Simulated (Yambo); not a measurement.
# MgS (Niningerite) (Fm-3m) in Yambo: further runs

The runs below take MgS (Niningerite) through G0W0 quasiparticle levels, with PBEsol.

Program: Yambo 5.3.0. These are calculated values, not measurements. Logs are shortened: lines on timing, memory, paths and dates and some standing lists are left out, and cuts for length are marked.

### 1 The crystal as given

It takes space group Fm-3m (No. 225, cubic). The conventional cell has a = 5.203 Å, b = 5.203 Å, c = 5.203 Å, α = 90.00°, β = 90.00°, γ = 90.00°. S (site symmetry m-3m) is surrounded by 6 Mg at 2.60 Å. Around Mg (site symmetry m-3m) lie 6 S at 2.60 Å.

### 2 G0W0 quasiparticle levels, PBEsol

Input file g0w06.in:

```
gw0
dyson
el_el_corr
rim_cut
HF_and_locXC
ppa
em1d
RandQpts= 1000000
RandGvec= 50 RL
EXXRLvcs= 84 Ry
VXCRLvcs= 84 Ry
Chimod= "HARTREE"
% BndsRnXp
 1 | 308 |
%
NGsBlkXp= 6 Ry
% LongDrXp
 1 | 1 | 1 |
%
PPAPntXp= 27.21138 eV
% GbndRnge
 1 | 28 |
%
GTermKind= "BG"
DysSolver= "n"
ExtendOut
% QPkrange
 1 | 1 | 6 | 10 |
 13 | 13 | 6 | 10 |
%
```

Input file scf.in:

```
&CONTROL
  calculation = 'scf'
  prefix = 'pwscf'
  outdir = './tmp'
  pseudo_dir = './pseudo'
/
&SYSTEM
  ibrav = 0
  nat = 2
  ntyp = 2
  ecutwfc = 84
  nbnd = 14
  occupations = 'smearing'
  smearing = 'fd'
  degauss = 0.00367493
  force_symmorphic = .true.
/
&ELECTRONS
  conv_thr = 4d-10
  electron_maxstep = 120
  mixing_beta = 0.5
/
ATOMIC_SPECIES
S     32.0600 S.upf
Mg    24.3050 Mg.upf
CELL_PARAMETERS angstrom
   0.0000000000    2.6016500000    2.6016500000
   2.6016500000    0.0000000000    2.6016500000
   2.6016500000    2.6016500000    0.0000000000
ATOMIC_POSITIONS crystal
S      0.5000000000    0.5000000000    0.5000000000
Mg     0.0000000000    0.0000000000    0.0000000000
K_POINTS automatic
10 10 10 0 0 0
```

Input file nscf.in:

```
&CONTROL
  calculation = 'nscf'
  prefix = 'pwscf'
  outdir = './tmp'
  pseudo_dir = './pseudo'
/
&SYSTEM
  ibrav = 0
  nat = 2
  ntyp = 2
  ecutwfc = 84
  nbnd = 308
  occupations = 'fixed'
  force_symmorphic = .true.
/
&ELECTRONS
  conv_thr = 1d-08
  diago_full_acc = .true.
  diago_thr_init = 1d-06
/
ATOMIC_SPECIES
S     32.0600 S.upf
Mg    24.3050 Mg.upf
CELL_PARAMETERS angstrom
   0.0000000000    2.6016500000    2.6016500000
   2.6016500000    0.0000000000    2.6016500000
   2.6016500000    2.6016500000    0.0000000000
ATOMIC_POSITIONS crystal
S      0.5000000000    0.5000000000    0.5000000000
Mg     0.0000000000    0.0000000000    0.0000000000
K_POINTS automatic
6 6 6 0 0 0
```

Potentials or basis: PseudoDojo 0.4.1 SR PBEsol standard.

On the command line:

```
> OMP_NUM_THREADS=1 pw.x -in scf.in > scf.out
> OMP_NUM_THREADS=1 pw.x -in nscf.in > nscf.out
> cd tmp/pwscf.save; p2y; mv SAVE ../..; cd ../..
> OMP_NUM_THREADS=1 yambo
> mkdir -p g0w06; ln -s $PWD/g0w00/ndb.pp* g0w06/
> mkdir -p g0w06; ln -s $PWD/g0w00/ndb.RIM g0w06/
> OMP_NUM_THREADS=1 yambo -F g0w06.in -J g0w06 -C g0w06_out
```

Yambo's report:

```text
[... sections 02.01 to 02.04 as in the set-up run ...]

  [02.05] Energies & Occupations
  ==============================

  [X] === General ===
  [X] Electronic Temperature                        :  0.000000  0.000000 [eV K]
  [X] Bosonic    Temperature                        :  0.000000  0.000000 [eV K]
  [X] Finite Temperature mode                       : no
  [X] El. density                                   :  0.45430E+24 [cm-3]
  [X] Fermi Level                                   :  6.311394 [eV]

  [X] === Gaps and Widths ===
  [X] Conduction Band Min                           :  2.702886 [eV]
  [X] Valence Band Max                              :  0.000000 [eV]
  [X] Filled Bands                                  :   8
  [X] Empty Bands                                   :    9  308
  [X] Direct Gap                                    :  3.589734 [eV]
  [X] Direct Gap localized at k                     :  1
  [X] Indirect Gap                                  :  2.702886 [eV]
  [X] Indirect Gap between kpts                     :   1  13
  [X] Last valence band width                       :  2.241296 [eV]
  [X] 1st conduction band width                     :  3.159056 [eV]

 [03] Transferred momenta grid and indexing
 ==========================================

 IBZ Q-points                                      :  16
 BZ  Q-points                                      :  216

 K/Q-points units:
 rlu = crystal or reduced units; cc = cartesian coordinates; iku = interal k-units

 Q [ 1]         [rlu]:  0.000000  0.000000  0.000000
 Q [ 2]         [rlu]: -0.89863E-18 -0.89863E-18  0.16667
 Q [ 3]         [rlu]: -0.17973E-17 -0.17973E-17  0.33333
 Q [ 4]         [rlu]:  0.13555E-16  0.13555E-16 -0.50000
 Q [ 5]         [rlu]:  0.22734E-16  0.16667      0.16667
 Q [ 6]         [rlu]: -0.89863E-18  0.16667      0.33333
 Q [ 7]         [rlu]: -0.11440E-16  0.16667      0.50000
 Q [ 8]         [rlu]:  0.13555E-16  0.16667     -0.33333
 Q [ 9]         [rlu]:  0.17973E-17  0.16667     -0.16667
 Q [10]         [rlu]:  0.45468E-16  0.33333      0.33333
 Q [11]         [rlu]:  0.87820E-16  0.33333      0.50000
 Q [12]         [rlu]: -0.84808E-17  0.33333     -0.33333
 Q [13]         [rlu]: -0.30488E-17 -0.50000     -0.50000
 Q [14]         [rlu]:  0.166667  0.333333  0.500000
 Q [15]         [rlu]:  0.166667  0.333333 -0.333333
 Q [16]         [rlu]:  0.166667 -0.500000 -0.333333

 [04] Coloumb potential Random Integration (RIM)
 ===============================================

 Summary of Coulomb integrals for non-metallic bands |Q|[au] RIM/Bare

 Q [1] 0.100000E-4 0.995998 * Q [2] 0.184464 1.065485
 Q [5] 0.213001 1.065194 * Q [9] 0.301228 1.026442
 Q [6] 0.353222 1.019920 * Q [3] 0.368928 1.017184
 Q [10] 0.426001 1.014132 * Q [8] 0.464224 1.011040
 Q [14] 0.476284 1.010980 * Q [7] 0.521743 1.009074
 Q [4] 0.553392 1.007729 * Q [11] 0.553392 1.008346
 Q [12] 0.602457 1.006789 * Q [15] 0.630064 1.006224
 Q [13] 0.639002 1.005892 * Q [16] 0.673567 1.005304

 [05] Dipoles
 ============

  [05.01] Setup: observables and procedures
  =========================================

  [WF-Oscillators/G space/Transverse up loader] Normalization (few states)  min/max  :  0.30798E-16   1.0000

  [WR./g0w06//ndb.dipoles]--------------------------------------------------------
   Brillouin Zone Q/K grids (IBZ/BZ)                :   16  216   16  216
   RL vectors                                       :   3839 [WF]
   Fragmentation                                    : yes
   Electronic Temperature                           :  0.000000 [K]
   Bosonic    Temperature                           :  0.000000 [K]
   DIP band range                                   :    1  308
   DIP band range limits                            :   8   9
   DIP e/h energy range                             : -1.000000 -1.000000 [eV]
   RL vectors in the sum                            :   3839
   [r,Vnl] included                                 : yes
   Bands ordered                                    : yes
   Direct v evaluation                              : no
   Approach used                                    : G-space v
   Dipoles computed                                 : R V P [G-space]
   Wavefunctions                                    : Perdew, Burke & Ernzerhof SOL(X)+Perdew, Burke & Ernzerhof SOL(C)

 [06] Dynamic Dielectric Matrix (PPA)
 ====================================

 [07] Local Exchange-Correlation + Non-Local Fock
 ================================================

 [VXC] Plane waves :  3143
 [EXS] Plane waves :  3143

 QP @ state[ 1 ] K range:  1  1
 QP @ state[ 1 ] b range:   6  10
 QP @ state[ 2 ] K range:  13  13
 QP @ state[ 2 ] b range:   6  10

 [xc] Functional : Perdew, Burke & Ernzerhof SOL(X)+Perdew, Burke & Ernzerhof SOL(C)
 [xc] LIBXC used to calculate xc functional
  PP Number of Atomic Species                      :  2
  NLCC RL compoments                               :  24693
  PP Number of Atomic Species                      :  2
  NLCC RL compoments                               :  24693
 [WR./g0w06//ndb.HF_and_locXC]---------------------------------------------------
  Brillouin Zone Q/K grids (IBZ/BZ)                :   16  216   16  216
  RL vectors                                       :   3839 [WF]
  Fragmentation                                    : no
  Electronic Temperature                           :  0.000000 [K]
  Bosonic    Temperature                           :  0.000000 [K]
  Green`s function   wavefunctions                 : Perdew, Burke & Ernzerhof SOL(X)+Perdew, Burke & Ernzerhof SOL(C)
  Total number of QP states                        :  10
  Exchange RL vectors                              :  3143
  Exchange summation bands                         :   8
  RIM RL components                                :   51
  RIM random points                                :  1000000

 [xc] E_xc :  -10.14801 [Ha]
      E_xc :  -20.29602 [Ry]

  Local XC kind (lXC) : Perdew, Burke & Ernzerhof SOL(X)+Perdew, Burke & Ernzerhof SOL(C)
  Non-Local XC kind (nlXC) : Hartree-Fock

  Corrections @ K [1] :  [eV]
 <6|nlXC|6> = -16.27772 -0.99392E-17 <6|lXC|6> = -13.21173  0.18882E-15
 <7|nlXC|7> = -16.27772 -0.15935E-17 <7|lXC|7> = -13.21173  0.000000
 <8|nlXC|8> = -16.27772  0.29500E-17 <8|lXC|8> = -13.21173  0.000000
 <9|nlXC|9> = -6.587011  0.11895E-17 <9|lXC|9> = -10.90977 -0.75527E-15
 <10|nlXC|10> = -4.534487 -0.19800E-18 <10|lXC|10> = -9.406835  0.000000

  Corrections @ K [13] :  [eV]
 <6|nlXC|6> = -15.80118  0.19938E-16 <6|lXC|6> = -11.11849  0.000000
 <7|nlXC|7> = -15.98559  0.26511E-17 <7|lXC|7> = -12.31138  0.000000
 <8|nlXC|8> = -15.98559  0.25697E-16 <8|lXC|8> = -12.31138  0.000000
 <9|nlXC|9> = -6.273144  0.16777E-17 <9|lXC|9> = -10.34960  0.000000
 <10|nlXC|10> = -4.564718  0.25245E-17 <10|lXC|10> = -8.564251  0.000000

 [08] Dyson equation: Newton solver
 ==================================

 [WARNING] Response block size in GW reduced to 65      RL (3266    mHa)

  [08.01] G0W0 (W PPA)
  ====================

  [  GW  ] Bands range     :   1  28
  [GW/PPA] G damping       :  0.100000 [eV]

  QP @ state[ 1 ] K range:  1  1
  QP @ state[ 1 ] b range:   6  10
  QP @ state[ 2 ] K range:  13  13
  QP @ state[ 2 ] b range:   6  10
[... 51 lines left out ...]
   :: Time ordering fails/rest    :  0.503908
   :: Mean rel dev of PP cond     :  0.364057
   Current Q-pt index             :  14
   :: PP condition fails/total    :  0.322840
   :: Time ordering fails/rest    :  0.497379
   :: Mean rel dev of PP cond     :  0.322871
   Current Q-pt index             :  15
   :: PP condition fails/total    :  0.341775
   :: Time ordering fails/rest    :  0.516361
   :: Mean rel dev of PP cond     :  0.341819
   Current Q-pt index             :  16
   :: PP condition fails/total    :  0.352663
   :: Time ordering fails/rest    :  0.492870
   :: Mean rel dev of PP cond     :  0.352699

  [08.02] QP properties and I/O
  =============================

  Legend (energies in eV)
  - B  : Band       - Eo  : bare energy
  - E  : QP energy  - Z   : Renormalization factor
  - So : Sc(Eo)     - S   : Sc(E)
  - dSp: Sc derivative precision

  - lXC: Local XC (Perdew, Burke & Ernzerhof SOL(X)+Perdew, Burke & Ernzerhof SOL(C))
  -nlXC: non-Local XC (Hartree-Fock)

  QP [eV] @ K [1] (iku):  0.000000  0.000000  0.000000
   B=6 Eo= -0.00 E= -1.03 E-Eo= -1.03 Re(Z)=0.79 Im(Z)=-0.138920E-2 nlXC= -16.2777 lXC= -13.2117 So=  1.76635
   B=7 Eo= -0.00 E= -1.03 E-Eo= -1.03 Re(Z)=0.79 Im(Z)=-0.138920E-2 nlXC= -16.2777 lXC= -13.2117 So=  1.77178
   B=8 Eo=  0.00 E= -1.04 E-Eo= -1.04 Re(Z)=0.79 Im(Z)=-0.138920E-2 nlXC= -16.2777 lXC= -13.2117 So=  1.74974
   B=9 Eo=  3.59 E=  3.95 E-Eo=  0.36 Re(Z)=0.82 Im(Z)=-0.123087E-2 nlXC= -6.58701 lXC= -10.9098 So= -3.88159
   B=10 Eo=  7.84 E=  8.31 E-Eo=  0.46 Re(Z)=0.82 Im(Z)=-0.201569E-2 nlXC= -4.53449 lXC= -9.40684 So= -4.30556

  QP [eV] @ K [13] (iku): -0.500000  0.000000  0.000000
   B=6 Eo= -4.25 E= -5.60 E-Eo= -1.35 Re(Z)=0.77 Im(Z)=-0.288089E-2 nlXC= -15.8012 lXC= -11.1185 So=  2.92562
   B=7 Eo= -1.70 E= -2.87 E-Eo= -1.17 Re(Z)=0.79 Im(Z)=-0.173130E-2 nlXC= -15.9856 lXC= -12.3114 So=  2.18861
   B=8 Eo= -1.70 E= -2.87 E-Eo= -1.17 Re(Z)=0.79 Im(Z)=-0.173131E-2 nlXC= -15.9856 lXC= -12.3114 So=  2.18728
   B=9 Eo=  2.70 E=  3.06 E-Eo=  0.36 Re(Z)=0.82 Im(Z)=-0.121937E-2 nlXC= -6.27314 lXC= -10.3496 So= -3.64568
   B=10 Eo=  4.26 E=  4.51 E-Eo=  0.26 Re(Z)=0.83 Im(Z)=-0.121770E-2 nlXC= -4.56472 lXC= -8.56425 So= -3.68640

  [WR./g0w06//ndb.QP]-------------------------------------------------------------
   Lattice constants                                :  4.916406  4.916406  4.916406
   Coulomb cutoff potential                         : none
   Electronic Temperature                           :  0.000000 [K]
   Bosonic    Temperature                           :  0.000000 [K]
   Green`s function   energies                      : Perdew, Burke & Ernzerhof SOL(X)+Perdew, Burke & Ernzerhof SOL(C)
   wavefunctions                                    : Perdew, Burke & Ernzerhof SOL(X)+Perdew, Burke & Ernzerhof SOL(C)
   PPA    diel. fun.  energies                      : Perdew, Burke & Ernzerhof SOL(X)+Perdew, Burke & Ernzerhof SOL(C)
   wavefunctions                                    : Perdew, Burke & Ernzerhof SOL(X)+Perdew, Burke & Ernzerhof SOL(C)
   QP tot states                                    :  10
   GW solver                                        : Newton
   GW approximation                                 : PPA
   PPA imaginary Energy                             :  27.21138 ev
   RIM G`s                                          :   51
   RIM random pts                                   :  1000000
   dS/dw steps                                      :  2
   dS/dw step                                       :  0.100000 ev
   X G`s                                            :   65 used
   X G`s                                            :   65 disk
   X bands                                          :    1  308
   X poles                                          :  100.0000 o/o
   X e/h E range                                    : -1.000000 -1.000000 ev
   X Hxc Kernel                                     : HARTREE
   X BZ energy Double Grid                          : no
   X Optical Averaged directions                    : none
   Sc/G bands                                       :   1  28
   Sc/G damping                                     :  0.100000 ev
   Sc bands terminator                              : yes
   Sc terminator kind                               : BG
   Sc Terminator pole                               :  40.81708
   Sx RL components                                 :  3143

   QP @ state[ 1 ] K range                          :  1  1
   QP @ state[ 1 ] b range                          :   6  10
   QP @ state[ 2 ] K range                          :  13  13
   QP @ state[ 2 ] b range                          :   6  10
   GF energies kind                                 : Perdew, Burke & Ernzerhof SOL(X)+Perdew, Burke & Ernzerhof SOL(C)
   GF WF`s kind                                     : Perdew, Burke & Ernzerhof SOL(X)+Perdew, Burke & Ernzerhof SOL(C)
   Xs energies kind                                 : Perdew, Burke & Ernzerhof SOL(X)+Perdew, Burke & Ernzerhof SOL(C)
   Xs WF`s kind                                     : Perdew, Burke & Ernzerhof SOL(X)+Perdew, Burke & Ernzerhof SOL(C)
```

What came out:

- Band gap on the k mesh, mean-field level: 2.70 eV, indirect (least direct gap 3.59 eV)
- Quasiparticle gap: 4.08 eV
- Least direct quasiparticle gap: 4.98 eV
- Quasiparticle gap at Γ: 4.98 eV
- Band gap of the same states before the correction: 2.70 eV

Quasiparticle terms (eV):
| k point | band | Kohn-Sham level | Vxc | Σx | Σc | Z | result |
| --- | --- | --- | --- | --- | --- | --- | --- |
| (0.000, 0.000, 0.000) | 6 | 0.00 | -13.21 | -16.28 | 1.77 | 0.79 | -1.03 |
| (0.000, 0.000, 0.000) | 7 | 0.00 | -13.21 | -16.28 | 1.77 | 0.79 | -1.03 |
| (0.000, 0.000, 0.000) | 8 | 0.00 | -13.21 | -16.28 | 1.75 | 0.79 | -1.04 |
| (0.000, 0.000, 0.000) | 9 | 3.59 | -10.91 | -6.59 | -3.88 | 0.82 | 3.95 |
| (0.000, 0.000, 0.000) | 10 | 7.84 | -9.41 | -4.53 | -4.31 | 0.82 | 8.31 |
| (0.000, -0.500, -0.500) | 6 | -4.25 | -11.12 | -15.80 | 2.93 | 0.77 | -5.60 |
| (0.000, -0.500, -0.500) | 7 | -1.70 | -12.31 | -15.99 | 2.19 | 0.79 | -2.87 |
| (0.000, -0.500, -0.500) | 8 | -1.70 | -12.31 | -15.99 | 2.19 | 0.79 | -2.87 |
| (0.000, -0.500, -0.500) | 9 | 2.70 | -10.35 | -6.27 | -3.65 | 0.82 | 3.06 |
| (0.000, -0.500, -0.500) | 10 | 4.26 | -8.56 | -4.56 | -3.69 | 0.83 | 4.51 |

Caveat: this version prints the column dSc/dw multiplied by 27.2; the terminator is approximate in this version, by hundredths of an eV.

[end of part 1 of 2]
